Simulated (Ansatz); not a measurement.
## Cu₃Sb, space group Pm-3m: a supercell folding check, step by step

With Ansatz 0.2.0 through its Python package.

`POSCAR_cu3sb`
```text
Cu3Sb
1.0
   3.89733700    0.00000000    0.00000000
   0.00000000    3.89733700    0.00000000
   0.00000000    0.00000000    3.89733700
Cu Sb
3 1
Direct
   0.50000000    0.50000000    0.00000000
   0.50000000    0.00000000    0.50000000
   0.00000000    0.50000000    0.50000000
   0.00000000    0.00000000    0.00000000
```

Typed at the interpreter:
```pycon
>>> import ansatz
>>> from ase.io import read
>>> atoms = read("POSCAR_cu3sb", format="vasp")
>>> cell = ansatz.Crystal.from_ase(atoms)
>>> len(cell.resolved().sites)
4
>>> # the mesh shrinks as the cell grows, so that all cells sample the same points
>>> mesh = (4, 4, 4)
>>> rows = []
>>> for repeats in [(1, 1, 1), (2, 1, 1)]:
...     base = (
...         cell.supercell(*repeats).calculation()
...         .functional("pbesol")
...         .basis(550)
...         .occupations("Fermi-Dirac", width=0.05)
...         .kpoints(*(k // n for k, n in zip(mesh, repeats)))
...     )
...     report = base.run().report
...     n = len(report["lattice"]["sites"])
...     rows.append((repeats, n, report["free_energy_ev"] / n, report["fermi_energy_ev"], report["n_kpoints"], report["n_symmetry_ops"]))
...

>>> for row in rows:
...     print("; ".join(f"{name} = {round(v, 4) if isinstance(v, float) else v}" for name, v in zip(["repeats", "atoms", "F/atom eV", "Fermi level eV", "k-points", "symmetry operations"], row)))
...
repeats = (1, 1, 1); atoms = 4; F/atom eV = -6543.5187; Fermi level eV = 15.499; k-points = 10; symmetry operations = 48
repeats = (2, 1, 1); atoms = 8; F/atom eV = -6543.5187; Fermi level eV = 15.499; k-points = 12; symmetry operations = 32
```

Absolute energies stand on the zero of these potentials, so only differences at equal settings mean something. For a metal this k-point mesh is coarse: on a finer one energies can move by several to tens of meV an atom and pressures by half a GPa or more, differences at one mesh by less. This cell is a computed structure, which may not be the phase found in nature. The count of operations in a supercell holds its pure translations too, and an uneven repeat can lower the point group. Finished in 13 s on 1 thread of Arm Neoverse V1 (shared host), peak memory 0.58 GiB.

(Lines on the test bed's own set-up are left out of the output.)
